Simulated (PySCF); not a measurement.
# CH₃Te−: NMR shieldings, spin-spin couplings, relativistic core levels

Aim: compute the NMR shieldings, spin-spin couplings, relativistic core levels of CH₃Te− (`C[Te-]`).

Programs: PySCF 2.14.0, with routines of our own; each step states its level. All values are computed. Atoms count from 0.

## (1) The starting structure

5 atoms, charge -1, multiplicity 1; geometry from: GFN2-xTB.

## (2) NMR shieldings: PBE/pcJ-1 Te:dyall-v2z, spin–orbit

What the job is given:

```
{"job": {"kind": "hnmr", "xc": "PBE", "basis": {"default": "pcJ-1", "Te": "dyall-v2z"}, "rel": "so"}, "charge": -1, "multiplicity": 1}
C     -0.178803    -0.004853    -0.006049
Te     1.958213     0.057756     0.025688
H     -0.601098    -0.155386     0.994010
H     -0.611961     0.923478    -0.395471
H     -0.557728    -0.818143    -0.635364
```

Level: PBE/pcJ-1 Te:dyall-v2z GIAO NMR shielding, X2C with spin-orbit coupling, screened-nuclear two-electron part, Gaussian nuclei, gas phase.

Command:

```sh
$ OMP_NUM_THREADS=1 python heavy_run.py task.json out
```

The driver reads the jobs from task.json and runs them one after another.

What it wrote:

```text
spin-free SCF
coarse grid: 20624 points
cycle   1  E = -6833.2125437483  dE = -3.411e-01  |g| = 5.104e-01  |ddm| = 1.947e+00
cycle   2  E = -6833.1447542449  dE =  6.779e-02  |g| = 7.575e-01  |ddm| = 1.830e+00
cycle   3  E = -6833.2810917549  dE = -1.363e-01  |g| = 1.358e-01  |ddm| = 9.038e-01
cycle   4  E = -6833.2849539429  dE = -3.862e-03  |g| = 1.030e-01  |ddm| = 3.653e-01
cycle   5  E = -6833.2873415150  dE = -2.388e-03  |g| = 1.407e-02  |ddm| = 1.136e-01
cycle   6  E = -6833.2873822451  dE = -4.073e-05  |g| = 1.703e-03  |ddm| = 2.152e-02
cycle   7  E = -6833.2873832166  dE = -9.715e-07  |g| = 6.354e-04  |ddm| = 4.096e-03
final grid: 41368 points
cycle   8  E = -6833.2882833832  dE = -5.805e-06  |g| = 4.836e-03  |ddm| = 1.856e-03
cycle   9  E = -6833.2882833638  dE =  1.939e-08  |g| = 8.094e-04  |ddm| = 1.942e-03
cycle  10  E = -6833.2882833249  dE =  3.883e-08  |g| = 9.213e-04  |ddm| = 2.129e-03
cycle  11  E = -6833.2882834815  dE = -1.566e-07  |g| = 2.306e-04  |ddm| = 1.205e-03
cycle  12  E = -6833.2882834952  dE = -1.368e-08  |g| = 2.503e-05  |ddm| = 2.091e-04
cycle  13  E = -6833.2882834954  dE = -1.528e-10  |g| = 1.461e-06  |ddm| = 3.851e-05
converged SCF energy = -6833.2882834954
two-component SCF
cycle   1  E = -6832.4594100625  dE = -6.832e+03  |FDS-SDF| = 1.135e+02
cycle   2  E = -6834.3775732178  dE = -1.918e+00  |FDS-SDF| = 7.343e-02
cycle   3  E = -6834.3775730936  dE =  1.242e-07  |FDS-SDF| = 1.793e-02
cycle   4  E = -6834.3775672017  dE =  5.892e-06  |FDS-SDF| = 1.212e-02
cycle   5  E = -6834.3775814319  dE = -1.423e-05  |FDS-SDF| = 4.145e-03
cycle   6  E = -6834.3775861513  dE = -4.719e-06  |FDS-SDF| = 8.216e-04
cycle   7  E = -6834.3775862573  dE = -1.060e-07  |FDS-SDF| = 6.596e-05
cycle   8  E = -6834.3775862585  dE = -1.186e-09  |FDS-SDF| = 8.283e-06
converged, E = -6834.3775862585

Field gradients (au) and densities at the nuclei (bohr^-3)
atom        Vxx        Vyy        Vzz        centre      nuclear mean
  0 C     -0.0221    -0.0223     0.0445        126.077        126.075
  1 Te    -4.9725    -4.9727     9.9452     225132.797     218309.585
  2 H     -0.1486    -0.1561     0.3048          0.486          0.486
  3 H     -0.1486    -0.1562     0.3048          0.486          0.486
  4 H     -0.1486    -0.1562     0.3048          0.486          0.486
without picture change
  1 Te                          10.7578                    486140.680

Core orbital energies (eV)
atom   shell        mean    spread
  1 Te 1s       -31556.023   0.000
  1 Te 2s        -4832.148   0.000
  1 Te 3s         -954.952   0.000
  1 Te 4s         -155.568   0.000
  1 Te 2p1/2     -4525.945   0.000
  1 Te 2p3/2     -4253.114   0.038
  1 Te 3p1/2      -829.349   0.000
  1 Te 3p3/2      -778.322   0.101
  1 Te 4p1/2      -112.424   0.000
  1 Te 4p3/2      -102.717   0.264
  1 Te 3d3/2      -557.002   0.093
  1 Te 3d5/2      -546.481   0.121
  1 Te 4d3/2       -33.984   0.312
  1 Te 4d5/2       -32.509   0.422

vertical triplet (scalar unrestricted SCF): 3.227 eV

Shielding tensors (ppm)
atom      isotropic    diamagn.    paramagn.     s11        s22        s33       span
  0 C       261.66      246.21       15.46     183.41     300.77     300.81     117.39
  1 Te     4631.47     4970.06     -338.59    3870.76    3870.85    6152.80    2282.05
  2 H        30.18       30.56       -0.38      20.64      28.83      41.07      20.43
  3 H        30.18       30.56       -0.38      20.64      28.83      41.07      20.43
  4 H        30.18       30.56       -0.38      20.64      28.83      41.07      20.42
```

Wall time 12 s (1 thread of Intel Xeon 6975P-C, shared host); peak memory 0.68 GiB.

From this job:

```csv
quantity,value
energy from spin-orbit coupling,-1.0893 Eh
```

## (3) Spin-spin couplings: PBE/pcJ-1 Te:dyall-v2z, spin–orbit

What the job is given:

```
{"job": {"kind": "hj", "xc": "PBE", "basis": {"default": "pcJ-1", "Te": "dyall-v2z"}, "rel": "so", "atoms": [1]}, "charge": -1, "multiplicity": 1}
C     -0.178803    -0.004853    -0.006049
Te     1.958213     0.057756     0.025688
H     -0.601098    -0.155386     0.994010
H     -0.611961     0.923478    -0.395471
H     -0.557728    -0.818143    -0.635364
```

Method: PBE/pcJ-1 Te:dyall-v2z indirect spin-spin coupling, X2C with spin-orbit coupling, screened-nuclear two-electron part, Gaussian nuclei, gas phase.

What it wrote:

```text
spin-free SCF
coarse grid: 20624 points
cycle   1  E = -6833.2125437483  dE = -3.411e-01  |g| = 5.104e-01  |ddm| = 1.947e+00
cycle   2  E = -6833.1447542449  dE =  6.779e-02  |g| = 7.575e-01  |ddm| = 1.830e+00
cycle   3  E = -6833.2810917549  dE = -1.363e-01  |g| = 1.358e-01  |ddm| = 9.038e-01
cycle   4  E = -6833.2849539429  dE = -3.862e-03  |g| = 1.030e-01  |ddm| = 3.653e-01
cycle   5  E = -6833.2873415150  dE = -2.388e-03  |g| = 1.407e-02  |ddm| = 1.136e-01
cycle   6  E = -6833.2873822451  dE = -4.073e-05  |g| = 1.703e-03  |ddm| = 2.152e-02
cycle   7  E = -6833.2873832166  dE = -9.715e-07  |g| = 6.354e-04  |ddm| = 4.096e-03
final grid: 41368 points
cycle   8  E = -6833.2882833832  dE = -5.805e-06  |g| = 4.836e-03  |ddm| = 1.856e-03
cycle   9  E = -6833.2882833638  dE =  1.939e-08  |g| = 8.094e-04  |ddm| = 1.942e-03
cycle  10  E = -6833.2882833249  dE =  3.883e-08  |g| = 9.213e-04  |ddm| = 2.129e-03
cycle  11  E = -6833.2882834815  dE = -1.566e-07  |g| = 2.306e-04  |ddm| = 1.205e-03
cycle  12  E = -6833.2882834952  dE = -1.368e-08  |g| = 2.503e-05  |ddm| = 2.091e-04
cycle  13  E = -6833.2882834954  dE = -1.528e-10  |g| = 1.461e-06  |ddm| = 3.851e-05
converged SCF energy = -6833.2882834954
two-component SCF
cycle   1  E = -6832.4594100625  dE = -6.832e+03  |FDS-SDF| = 1.135e+02
cycle   2  E = -6834.3775732178  dE = -1.918e+00  |FDS-SDF| = 7.343e-02
cycle   3  E = -6834.3775730936  dE =  1.242e-07  |FDS-SDF| = 1.793e-02
cycle   4  E = -6834.3775672017  dE =  5.892e-06  |FDS-SDF| = 1.212e-02
cycle   5  E = -6834.3775814319  dE = -1.423e-05  |FDS-SDF| = 4.145e-03
cycle   6  E = -6834.3775861513  dE = -4.719e-06  |FDS-SDF| = 8.216e-04
cycle   7  E = -6834.3775862573  dE = -1.060e-07  |FDS-SDF| = 6.596e-05
cycle   8  E = -6834.3775862585  dE = -1.186e-09  |FDS-SDF| = 8.283e-06
converged, E = -6834.3775862585

Indirect spin-spin couplings
  i        j     bonds      J/Hz   K/1e19 T2/J   anisotropy/Hz
  1 125Te   0  13C    1      328.34     -341.63       -54.7
  1 125Te   2   1H    2      -21.15        5.54        45.5
  1 125Te   3   1H    2      -21.14        5.53        45.5
  1 125Te   4   1H    2      -21.13        5.53        45.5
```

It took 7.5 s on 1 thread of Intel Xeon 6975P-C, shared host; peak memory 0.55 GiB.

In short:

```csv
quantity,value
energy from spin-orbit coupling,-1.0893 Eh
```

## (4) Relativistic core levels: PBE/pcJ-1 Te:dyall-v2z, spin–orbit

What the job is given:

```
{"job": {"kind": "hxps", "xc": "PBE", "basis": {"default": "pcJ-1", "Te": "dyall-v2z"}, "rel": "so", "holes": [[1, "3d"], [1, "4d"]]}, "charge": -1, "multiplicity": 1}
C     -0.178803    -0.004853    -0.006049
Te     1.958213     0.057756     0.025688
H     -0.601098    -0.155386     0.994010
H     -0.611961     0.923478    -0.395471
H     -0.557728    -0.818143    -0.635364
```

Method: PBE/pcJ-1 Te:dyall-v2z core ionisation, delta-SCF with one localised hole, X2C with spin-orbit coupling, screened-nuclear two-electron part, Gaussian nuclei, gas phase.

What it wrote:

```text
spin-free SCF
coarse grid: 20624 points
cycle   1  E = -6833.2125437483  dE = -3.411e-01  |g| = 5.104e-01  |ddm| = 1.947e+00
cycle   2  E = -6833.1447542449  dE =  6.779e-02  |g| = 7.575e-01  |ddm| = 1.830e+00
cycle   3  E = -6833.2810917549  dE = -1.363e-01  |g| = 1.358e-01  |ddm| = 9.038e-01
cycle   4  E = -6833.2849539429  dE = -3.862e-03  |g| = 1.030e-01  |ddm| = 3.653e-01
cycle   5  E = -6833.2873415150  dE = -2.388e-03  |g| = 1.407e-02  |ddm| = 1.136e-01
cycle   6  E = -6833.2873822451  dE = -4.073e-05  |g| = 1.703e-03  |ddm| = 2.152e-02
cycle   7  E = -6833.2873832166  dE = -9.715e-07  |g| = 6.354e-04  |ddm| = 4.096e-03
final grid: 41368 points
cycle   8  E = -6833.2882833832  dE = -5.805e-06  |g| = 4.836e-03  |ddm| = 1.856e-03
cycle   9  E = -6833.2882833638  dE =  1.939e-08  |g| = 8.094e-04  |ddm| = 1.942e-03
cycle  10  E = -6833.2882833249  dE =  3.883e-08  |g| = 9.213e-04  |ddm| = 2.129e-03
cycle  11  E = -6833.2882834815  dE = -1.566e-07  |g| = 2.306e-04  |ddm| = 1.205e-03
cycle  12  E = -6833.2882834952  dE = -1.368e-08  |g| = 2.503e-05  |ddm| = 2.091e-04
cycle  13  E = -6833.2882834954  dE = -1.528e-10  |g| = 1.461e-06  |ddm| = 3.851e-05
converged SCF energy = -6833.2882834954
two-component SCF
cycle   1  E = -6832.4594100625  dE = -6.832e+03  |FDS-SDF| = 1.135e+02
cycle   2  E = -6834.3775732178  dE = -1.918e+00  |FDS-SDF| = 7.343e-02
cycle   3  E = -6834.3775730936  dE =  1.242e-07  |FDS-SDF| = 1.793e-02
cycle   4  E = -6834.3775672017  dE =  5.892e-06  |FDS-SDF| = 1.212e-02
cycle   5  E = -6834.3775814319  dE = -1.423e-05  |FDS-SDF| = 4.145e-03
cycle   6  E = -6834.3775861513  dE = -4.719e-06  |FDS-SDF| = 8.216e-04
cycle   7  E = -6834.3775862573  dE = -1.060e-07  |FDS-SDF| = 6.596e-05
cycle   8  E = -6834.3775862585  dE = -1.186e-09  |FDS-SDF| = 8.283e-06
converged, E = -6834.3775862585

Field gradients (au) and densities at the nuclei (bohr^-3)
atom        Vxx        Vyy        Vzz        centre      nuclear mean
  0 C     -0.0221    -0.0223     0.0445        126.077        126.075
  1 Te    -4.9725    -4.9727     9.9452     225132.797     218309.585
  2 H     -0.1486    -0.1561     0.3048          0.486          0.486
  3 H     -0.1486    -0.1562     0.3048          0.486          0.486
  4 H     -0.1486    -0.1562     0.3048          0.486          0.486
without picture change
  1 Te                          10.7578                    486140.680

Core orbital energies (eV)
atom   shell        mean    spread
  1 Te 1s       -31556.023   0.000
  1 Te 2s        -4832.148   0.000
  1 Te 3s         -954.952   0.000
  1 Te 4s         -155.568   0.000
  1 Te 2p1/2     -4525.945   0.000
  1 Te 2p3/2     -4253.114   0.038
  1 Te 3p1/2      -829.349   0.000
  1 Te 3p3/2      -778.322   0.101
  1 Te 4p1/2      -112.424   0.000
  1 Te 4p3/2      -102.717   0.264
  1 Te 3d3/2      -557.002   0.093
  1 Te 3d5/2      -546.481   0.121
  1 Te 4d3/2       -33.984   0.312
  1 Te 4d5/2       -32.509   0.422

hole in 3d5/2 of atom 1
cycle   1  E = -6812.7958188102  dE = -6.813e+03  |FDS-SDF| = 4.690e+00
cycle   2  E = -6812.6399400716  dE =  1.559e-01  |FDS-SDF| = 4.281e+00
cycle   3  E = -6813.4358945739  dE = -7.960e-01  |FDS-SDF| = 4.802e-01
cycle   4  E = -6813.4351480203  dE =  7.466e-04  |FDS-SDF| = 4.337e-01
cycle   5  E = -6813.4905130797  dE = -5.537e-02  |FDS-SDF| = 6.888e-02
cycle   6  E = -6813.4914255026  dE = -9.124e-04  |FDS-SDF| = 8.801e-03
cycle   7  E = -6813.4914483559  dE = -2.285e-05  |FDS-SDF| = 1.234e-03
cycle   8  E = -6813.4914487285  dE = -3.726e-07  |FDS-SDF| = 2.498e-04
cycle   9  E = -6813.4914487483  dE = -1.988e-08  |FDS-SDF| = 3.310e-05
converged, E = -6813.4914487483
hole in 4d5/2 of atom 1
cycle   1  E = -6832.7258379478  dE = -6.833e+03  |FDS-SDF| = 1.200e+00
cycle   2  E = -6832.6576678197  dE =  6.817e-02  |FDS-SDF| = 1.622e+00
cycle   3  E = -6832.9170855897  dE = -2.594e-01  |FDS-SDF| = 1.851e-01
cycle   4  E = -6832.9182946741  dE = -1.209e-03  |FDS-SDF| = 1.606e-01
cycle   5  E = -6832.9255219871  dE = -7.227e-03  |FDS-SDF| = 1.123e-02
cycle   6  E = -6832.9255513725  dE = -2.939e-05  |FDS-SDF| = 1.314e-03
cycle   7  E = -6832.9255519427  dE = -5.702e-07  |FDS-SDF| = 3.618e-04
cycle   8  E = -6832.9255519482  dE = -5.502e-09  |FDS-SDF| = 4.946e-05
converged, E = -6832.9255519482

Core binding energies (eV)
atom   line    delta-SCF   -orbital   splitting
  1 Te 3d5/2     568.307     546.48    10.521
  1 Te 4d5/2      39.416      32.51     1.475
```

Wall time 9.1 s (1 thread of Intel Xeon 6975P-C, shared host); peak memory 0.55 GiB.

From this job:

```csv
quantity,value
energy from spin-orbit coupling,-1.0893 Eh
```

(Part 1 of 2 ends here.)
